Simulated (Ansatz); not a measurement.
# NaH12C6Cl: the cost of one run

Method: DFT PBE+D3(BJ), plane waves, PAW, scalar-relativistic, no spin polarisation, in Ansatz 0.2.0.

## 1. Starting point

The cell holds 40 atoms (C12H24Cl2Na2): a = 8.783 Å, b = 8.783 Å, c = 8.783 Å, α = 90.00°, β = 90.00°, γ = 90.00°.

The coordinates stand in the first input below.

## 2. Preparing the start

Input file input.yaml:

```yaml
crystal:
  lattice:
    - [8.783302, 0.0, 0.0]
    - [0.0, 8.783302, 0.0]
    - [0.0, 0.0, 8.783302]
  atoms:
    - { symbol: Na, position: [0.6932396, 0.1966643, 0.6503888] }
    - { symbol: Cl, position: [0.4643649, 0.0975985, 0.759498] }
    - { symbol: Na, position: [0.8647055, 0.8750851, 0.1133126] }
    - { symbol: Cl, position: [0.8946976, 0.8919752, 0.3833453] }
    - { symbol: C, position: [0.2923387, 0.5485922, 0.8750922] }
    - { symbol: C, position: [0.3229669, 0.479664, 1.0070441] }
    - { symbol: H, position: [0.1772305, 0.5805057, 0.8437032] }
    - { symbol: H, position: [0.3812819, 0.5755627, 0.7937574] }
    - { symbol: H, position: [0.2340237, 0.4526934, 1.0883789] }
    - { symbol: H, position: [0.4380752, 0.4477505, 1.0384331] }
    - { symbol: C, position: [0.7287032, 0.2919921, 0.2436456] }
    - { symbol: C, position: [0.745345, 0.3155301, 0.0944159] }
    - { symbol: H, position: [0.6902732, 0.3814816, 0.3195956] }
    - { symbol: H, position: [0.7529165, 0.1823945, 0.2951794] }
    - { symbol: H, position: [0.7211317, 0.4251277, 0.0428821] }
    - { symbol: H, position: [0.783775, 0.2260406, 0.0184658] }
    - { symbol: C, position: [0.326186, 0.3050702, 0.4662547] }
    - { symbol: C, position: [0.2136908, 0.3586836, 0.3792438] }
    - { symbol: H, position: [0.4443485, 0.3336829, 0.4445154] }
    - { symbol: H, position: [0.3041261, 0.2306567, 0.5623257] }
    - { symbol: H, position: [0.2357508, 0.4330971, 0.2831728] }
    - { symbol: H, position: [0.0955283, 0.3300709, 0.4009831] }
    - { symbol: C, position: [0.0398889, 0.3247321, 0.8959853] }
    - { symbol: C, position: [0.0872485, 0.2530738, 0.7705954] }
    - { symbol: H, position: [-0.0035098, 0.440301, 0.8922396] }
    - { symbol: H, position: [0.0428292, 0.2703794, 1.0068491] }
    - { symbol: H, position: [0.0843082, 0.3074265, 0.6597315] }
    - { symbol: H, position: [0.1306472, 0.1375049, 0.774341] }
    - { symbol: C, position: [0.442485, 0.6915528, 0.2639198] }
    - { symbol: C, position: [0.4458555, 0.7679656, 0.1325799] }
    - { symbol: H, position: [0.3943453, 0.7407809, 0.3664518] }
    - { symbol: H, position: [0.4877454, 0.5770466, 0.273589] }
    - { symbol: H, position: [0.4005952, 0.8824718, 0.1229107] }
    - { symbol: H, position: [0.4939953, 0.7187375, 0.0300479] }
    - { symbol: C, position: [0.7632777, 0.5925802, 0.6469927] }
    - { symbol: C, position: [0.6220505, 0.6485583, 0.6423237] }
    - { symbol: H, position: [0.8428171, 0.6244026, 0.735956] }
    - { symbol: H, position: [0.804386, 0.5129367, 0.5620181] }
    - { symbol: H, position: [0.5809423, 0.7282017, 0.7272983] }
    - { symbol: H, position: [0.5425111, 0.6167358, 0.5533604] }
basis:
  ecutwfc: 420.0
kpoints:
  mp_grid: { grid: [1, 1, 1] }
hamiltonian:
  xc: pbe
  dispersion: d3bj
scf:
  occupations: { method: fermi_dirac, width: 0.05 }
  lower_state_search: "off"
relax:
  f_tol: 0.3
  max_steps: 15
  adjacent_minimum: "off"
```

Run with:

```bash
ansatz run input.yaml --threads 1 --pin off --max-ram 3072MiB --backend cpu --events-out ev --progress --plain --runs-dir out
```

Q: Estimate wall time and peak memory on 1 thread of Arm Neoverse V1, shared host.

About 60 s, with a peak of 0.56 GiB.
